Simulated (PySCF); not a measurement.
# CH7B2FN2: the cost of one run

Programs: PySCF 2.14.0, with density-fitted response routines of our own. Each step states its level of theory. These are calculated values for one molecule in the gas phase, unless marked as measured. Atoms count from 0, in the outputs and in this text.

### 1 The starting structure

13 atoms, charge 0, multiplicity 1; geometry from: PBE0-D3(BJ)/def2-SVP.

Bonds of the start (Å): B0–N1 1.40, N1–B2 1.45, B2–F3 1.34, B2–N4 1.40, N4–C5 1.44, B0–H6 1.21, B0–H7 1.21, N1–H8 1.02, N4–H9 1.01, C5–H10 1.10, C5–H11 1.10, C5–H12 1.10.

### 2 Shielding tensors: PBE0/6-31G*

Job settings and geometry (Å):

```
{"job": {"kind": "nmr", "xc": "PBE0", "basis": "6-31G*", "pop": true}, "charge": 0, "multiplicity": 1}
B     -2.397281    -0.142111    -0.039481
N     -1.443226     0.878536    -0.110410
B      0.004476     0.777608    -0.076393
F      0.690382     1.928505    -0.189630
N      0.695096    -0.426887     0.065674
C      2.125458    -0.581597     0.102400
H     -2.033631    -1.292962     0.079562
H     -3.575591     0.123327    -0.096387
H     -1.784936     1.829197    -0.215634
H      0.154334    -1.278901     0.146647
H      2.600509     0.404846     0.018990
H      2.469919    -1.040222     1.045257
H      2.498765    -1.203683    -0.729517
```

With the program's defaults for keys left out, this is: GIAO PBE0/6-31G* NMR shielding, non-relativistic, gas phase.

On the command line:

```console
$ OMP_NUM_THREADS=1 python probes_run.py task.json out
```

This one command runs all jobs of the session in turn.

Q: Estimate the wall time and peak memory of this first job on 1 thread of Arm Neoverse V1, shared host.

About 8.3 s, with a peak of 0.54 GiB.
